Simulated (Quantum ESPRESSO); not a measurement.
# TaMo2C3 (P-3m1) in Quantum ESPRESSO: settings compared, part 2 of 2

Quantum ESPRESSO 7.5. Earlier steps stand in the parts before.

### Step 10. Band structure, r2SCAN

File pw.in:

```
&CONTROL
  calculation = 'scf'
  prefix = 'pwscf'
  outdir = './tmp'
  pseudo_dir = './pseudo'
  tprnfor = .true.
  tstress = .true.
  disk_io = 'low'
/
&SYSTEM
  ibrav = 0
  celldm(1) = 8
  nat = 6
  ntyp = 3
  ecutwfc = 88
  nbnd = 45
  input_dft = 'r2scan'
  occupations = 'smearing'
  smearing = 'fd'
  degauss = 0.00367493
  nosym = .true.
/
&ELECTRONS
  conv_thr = 1d-08
  electron_maxstep = 120
  mixing_beta = 0.5
/
ATOMIC_SPECIES
Ta   180.9479 Ta_ONCV_PBE-1.2.upf
Mo    95.9500 Mo_ONCV_PBE-1.2.upf
C     12.0110 C_ONCV_PBE-1.2.upf
CELL_PARAMETERS alat
  0.7361985689259   0.0000000000000   0.0000000000000
 -0.3680992844630   0.6375666629224   0.0000000000000
  0.0000000000000   0.0000000000000   1.8156290184161
ATOMIC_POSITIONS crystal
Ta     0.0000000000    0.0000000000    0.0000000000
Mo     0.6666666667    0.3333333333    0.3307700000
Mo     0.3333333333    0.6666666667    0.6692300000
C      0.6666666667    0.3333333333    0.8320790000
C      0.3333333333    0.6666666667    0.1679210000
C      0.0000000000    0.0000000000    0.5000000000
K_POINTS automatic
8 8 3 0 0 0
```

File bands.in:

```
&CONTROL
  calculation = 'bands'
  prefix = 'pwscf'
  outdir = './tmp'
  pseudo_dir = './pseudo'
  disk_io = 'low'
  verbosity = 'high'
/
&SYSTEM
  ibrav = 0
  celldm(1) = 8
  nat = 6
  ntyp = 3
  ecutwfc = 88
  nbnd = 45
  input_dft = 'r2scan'
  occupations = 'smearing'
  smearing = 'fd'
  degauss = 0.00367493
  nosym = .true.
/
&ELECTRONS
  conv_thr = 1d-08
  electron_maxstep = 120
  mixing_beta = 0.5
  diago_full_acc = .true.
  startingwfc = 'random'
/
ATOMIC_SPECIES
Ta   180.9479 Ta_ONCV_PBE-1.2.upf
Mo    95.9500 Mo_ONCV_PBE-1.2.upf
C     12.0110 C_ONCV_PBE-1.2.upf
CELL_PARAMETERS alat
  0.7361985689259   0.0000000000000   0.0000000000000
 -0.3680992844630   0.6375666629224   0.0000000000000
  0.0000000000000   0.0000000000000   1.8156290184161
ATOMIC_POSITIONS crystal
Ta     0.0000000000    0.0000000000    0.0000000000
Mo     0.6666666667    0.3333333333    0.3307700000
Mo     0.3333333333    0.6666666667    0.6692300000
C      0.6666666667    0.3333333333    0.8320790000
C      0.3333333333    0.6666666667    0.1679210000
C      0.0000000000    0.0000000000    0.5000000000
K_POINTS crystal
60
 0.0000000000  0.0000000000  0.0000000000 1
 0.0625000000  0.0000000000  0.0000000000 1
 0.1250000000  0.0000000000  0.0000000000 1
 0.1875000000  0.0000000000  0.0000000000 1
 0.2500000000  0.0000000000  0.0000000000 1
 0.3125000000  0.0000000000  0.0000000000 1
 0.3750000000  0.0000000000  0.0000000000 1
 0.4375000000  0.0000000000  0.0000000000 1
 0.5000000000  0.0000000000  0.0000000000 1
 0.4583333333  0.0833333333  0.0000000000 1
 0.4166666667  0.1666666667  0.0000000000 1
 0.3750000000  0.2500000000  0.0000000000 1
 0.3333333333  0.3333333333  0.0000000000 1
 0.3000000000  0.3000000000  0.0000000000 1
 0.2666666667  0.2666666667  0.0000000000 1
 0.2333333333  0.2333333333  0.0000000000 1
 0.2000000000  0.2000000000  0.0000000000 1
 0.1666666667  0.1666666667  0.0000000000 1
 0.1333333333  0.1333333333  0.0000000000 1
 0.1000000000  0.1000000000  0.0000000000 1
 0.0666666667  0.0666666667  0.0000000000 1
 0.0333333333  0.0333333333  0.0000000000 1
 0.0000000000  0.0000000000  0.0000000000 1
 0.0000000000  0.0000000000  0.1666666667 1
 0.0000000000  0.0000000000  0.3333333333 1
 0.0000000000  0.0000000000  0.5000000000 1
 0.0555555556  0.0000000000  0.5000000000 1
 0.1111111111  0.0000000000  0.5000000000 1
 0.1666666667  0.0000000000  0.5000000000 1
 0.2222222222  0.0000000000  0.5000000000 1
 0.2777777778  0.0000000000  0.5000000000 1
 0.3333333333  0.0000000000  0.5000000000 1
 0.3888888889  0.0000000000  0.5000000000 1
 0.4444444444  0.0000000000  0.5000000000 1
 0.5000000000  0.0000000000  0.5000000000 1
 0.4666666667  0.0666666667  0.5000000000 1
 0.4333333333  0.1333333333  0.5000000000 1
 0.4000000000  0.2000000000  0.5000000000 1
 0.3666666667  0.2666666667  0.5000000000 1
 0.3333333333  0.3333333333  0.5000000000 1
 0.3055555556  0.3055555556  0.5000000000 1
 0.2777777778  0.2777777778  0.5000000000 1
 0.2500000000  0.2500000000  0.5000000000 1
 0.2222222222  0.2222222222  0.5000000000 1
 0.1944444444  0.1944444444  0.5000000000 1
 0.1666666667  0.1666666667  0.5000000000 1
 0.1388888889  0.1388888889  0.5000000000 1
 0.1111111111  0.1111111111  0.5000000000 1
 0.0833333333  0.0833333333  0.5000000000 1
 0.0555555556  0.0555555556  0.5000000000 1
 0.0277777778  0.0277777778  0.5000000000 1
 0.0000000000  0.0000000000  0.5000000000 1
 0.5000000000  0.0000000000  0.5000000000 1
 0.5000000000  0.0000000000  0.3333333333 1
 0.5000000000  0.0000000000  0.1666666667 1
 0.5000000000  0.0000000000  0.0000000000 1
 0.3333333333  0.3333333333  0.0000000000 1
 0.3333333333  0.3333333333  0.1666666667 1
 0.3333333333  0.3333333333  0.3333333333 1
 0.3333333333  0.3333333333  0.5000000000 1
```

Potentials or basis: SG15 PBE 1.2.

Launch:

```console
OMP_NUM_THREADS=1 mpirun -n 2 pw.x -nk 2 -in pw.in > pw.out
OMP_NUM_THREADS=1 mpirun -n 2 pw.x -nk 2 -in bands.in > bands.out
```

Wall time 11 min (2 MPI ranks of AMD EPYC 9R45 (Zen 5), shared host); peak memory 0.66 GiB.

The run converged. Its results:

| Quantity | Value |
| --- | --- |
| Free energy | -10938.1311 eV |
| Pressure | -9.4 GPa |
| Largest force | 0.248 eV/Å |
| Band gap on the k mesh | none (metal or under the smearing width) |

Forces on the atoms (eV/Å):
```
Ta   0.000  0.000  0.000
Mo   0.000  0.000 -0.163
Mo   0.000  0.000  0.163
C    0.000  0.000  0.248
C    0.000  0.000 -0.248
C    0.000  0.000  0.000
```

Stress tensor (GPa, compression positive):
```
-9.56  0.00  0.00
 0.00 -9.56  0.00
 0.00  0.00 -9.06
```

Levels at the corners of the path, in eV from the Fermi level:
```
point  band 31  band 32  band 33  band 34  band 35  band 36
    Γ    -2.12    -0.49    -0.48    -0.48    -0.41    -0.41
    M    -1.90    -1.83    -0.39     0.50     1.03     1.04
    K    -4.94    -0.09     0.13     0.13     0.85     0.85
    Γ    -2.12    -0.49    -0.48    -0.48    -0.41    -0.41
    A    -3.24    -1.49    -1.49    -1.06    -1.06     0.22
    L    -3.33    -1.68    -1.62     0.98     1.34     1.37
    H    -5.05     0.40     0.46     0.46     0.84     0.84
    A    -3.24    -1.49    -1.49    -1.06    -1.06     0.22
    L    -3.33    -1.68    -1.62     0.98     1.34     1.37
    M    -1.90    -1.83    -0.39     0.50     1.03     1.04
    K    -4.94    -0.09     0.13     0.13     0.85     0.85
    H    -5.05     0.40     0.46     0.46     0.84     0.84
```

Caveat: the k mesh is coarse; the potentials were made for another functional, which shifts forces and pressure; spin-orbit coupling is left out, which moves the levels of the heavy elements.
